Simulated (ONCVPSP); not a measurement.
**Cl: generating and testing an ONCV potential**

Task: generate the file, and judge it by its errors in other configurations, its logarithmic derivatives, its ghosts and its cutoff.

Program: ONCVPSP 4.0.1.1 (patched build). Reference atom: PBEsol, scalar-relativistic, spherical and spin-unpolarised. All values are calculated.

### 1 Starting point

Typed settings, in words:

- element: chlorine (Cl, Z = 17)
- type: optimised norm-conserving Vanderbilt (ONCV)
- frozen core: [Ne]
- valence charge: 7
- reference configuration: 3s2 3p5
- partial waves: 3s: rc 1.10 bohr, ncon 4, nbas 7, qcut 6.1 1/bohr, 2 projectors, debl 2.9 Ha; 3p: rc 1.20 bohr, ncon 5, nbas 9, qcut 7 1/bohr, 2 projectors, debl 2.5 Ha; d scattering state at 0.13 Ha: rc 1.15 bohr, ncon 4, nbas 9, qcut 7.4 1/bohr, 2 projectors, debl 2.9 Ha
- local potential: polynomial inside 0.75 bohr (lpopt 5, dvloc0 6 Ha)
- core correction: not asked for

The outer shells as boxes (Hund's rule for the drawing; the calculation is spin-unpolarised):

```
[Ne] core
3s [↑↓]
3p [↑↓][↑↓][↑ ]
```

The nodes and maxima of the atom's own shells, from an earlier all-electron run, set the scale for the radii.

All-electron outer shells of the reference configuration (PBEsol, scalar-relativistic, ld1.x):

| shell | level (eV) | outermost node (bohr) | outermost maximum (bohr) |
| --- | --- | --- | --- |
| 2s | -252.19 | 0.12 | 0.36 |
| 2p | -191.42 | – | 0.30 |
| 3s | -20.62 | 0.56 | 1.27 |
| 3p | -8.56 | 0.53 | 1.43 |

### 2 The generation run

File Cl.dat:

```
# ATOM AND REFERENCE CONFIGURATION
# atsym  z   nc   nv     iexc    psfile
  Cl 17.00    3    2  -116133      upf
#
#   n    l    f
    1    0    2.00
    2    0    2.00
    2    1    6.00
    3    0    2.00
    3    1    5.00
#
# PSEUDOPOTENTIAL AND OPTIMIZATION
# lmax
    2
#
#   l,   rc,      ep,       ncon, nbas, qcut
    0    1.10    0.00    4    7    6.10
    1    1.20    0.00    5    9    7.00
    2    1.15    0.13    4    9    7.40
#
# LOCAL POTENTIAL
# lloc, lpopt,  rc(5),   dvloc0
    4    5    0.75    6.00
#
# VANDERBILT-KLEINMAN-BYLANDER PROJECTORs
# l, nproj, debl
    0    2    2.90
    1    2    2.50
    2    2    2.90
#
# MODEL CORE CHARGE
# icmod, fcfact, rcfact
    0    0.00    0.00
#
# LOG DERIVATIVE ANALYSIS
# epsh1, epsh2, depsh
   -2.00    5.00    0.02
#
# OUTPUT GRID
# rlmax, drl
    6.00    0.01
#
# TEST CONFIGURATIONS
# ncnf
    4
# nvcnf
#   n    l    f
    2
    3    0    2.00
    3    1    4.00
#
    2
    3    0    2.00
    3    1    3.00
#
    2
    3    0    2.00
    3    1    2.00
#
    2
    3    0    2.00
    3    1    1.00
#
```

Launch:

```sh
$ oncvpsp.x < Cl.dat > Cl.out
```

What does the calculation give? Wanted: cutoffs for 1 and 0.1 mHa per electron, occupied waves; bound ghosts; GHOST(+) flags; largest test error; largest phase difference near zero energy, channels read.

As calculated:

| quantity | value |
| --- | --- |
| cutoffs for 1 and 0.1 mHa per electron, occupied waves | 24 Ha and 158 Ha |
| bound ghosts | s at -213.33 eV |
| GHOST(+) flags | p at 1132 eV, p at 3997 eV (1 near or above the test basis's cutoff) |
| largest test error (AE − PS) | +154 meV, for 3s2 3p1 |
| largest phase difference near zero energy, channels read | 0.000 rad |

What this shows: It has a bound ghost (s), a state that the atom doesn't have, and that rules the file out. The worst unpolarised test, 3s2 3p1, is off by 154 meV on 129.7 eV; by total energies transferability rates as fair for so large an energy. That test lies far up in energy; among those under 40 eV, nearer to bonding, the largest error is 9.9 meV. By its cutoff, 24 Ha for the looser tolerance, it is of middling hardness. The tighter tolerance needs 158 Ha, and converged work needs a cutoff nearer that. At the looser tolerance the 3s wave is the slowest; 3p needs 13 Ha. Near zero energy the phases of the channels with partial waves agree within 0.001 rad. The program also flags highly localised states, GHOST(+) (p).
